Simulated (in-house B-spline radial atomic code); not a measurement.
**Ga⁷⁺: ionisation energy by several methods**

The task here is to estimate one member of a computed series from the others.

Program: in-house B-spline radial atomic code version 1. Level of theory: scalar-relativistic (X2C), several functionals, spin-polarised; spherical all-electron atom at the radial basis limit. These are calculated values, not measurements, unless marked.

**Starting point**

| Quantity | Value |
| --- | --- |
| element | gallium (Z = 31) |
| charge | +7 |
| electrons | 24 |
| configuration | [Ar] 3d6 |
| nucleus | Fermi, rms radius 3.997 fm |

Outer shells as boxes (Hund's rule):

[Ar] 3d6
```
[Ar] core
3d [↑↓][↑ ][↑ ][↑ ][↑ ]
```

Where spins are not typed, each open shell is filled with up spins first.

The first run:

Settings of the run:

```ini
Z = 31
electrons = 24.0
configuration = [Ar] 3d6
hamiltonian = x2c
method = pbe,pbe
spin_polarised = True
nucleus = fermi
rms_radius = 3.9973
mass_number = 69
atomic_mass = 68.925573528
speed_of_light = 137.035999084
```

Among the steps run: PBE, a GGA; PBEsol, a GGA; PW91, a GGA; OLYP, a GGA; BP86, a GGA; Hartree-Fock; AM05, a GGA; exchange-only LDA.

One of the session's tables, all rows but one given; the rest of the session is left out.

| method | ΔSCF (eV) |
| --- | --- |
| exchange-only LDA | 168.18 |
| PBE | 170.35 |
| PBEsol | 170.31 |
| PW91 | 170.58 |
| OLYP | 170.54 |
| BP86 | 170.56 |
| AM05 | ? |
| Hartree-Fock | 167.80 |

Q: Estimate the row for AM05 from the others.

The run gave: ΔSCF (eV): 170.36. In the column «ΔSCF (eV)» it lies between PBE (170.35) and OLYP (170.54).
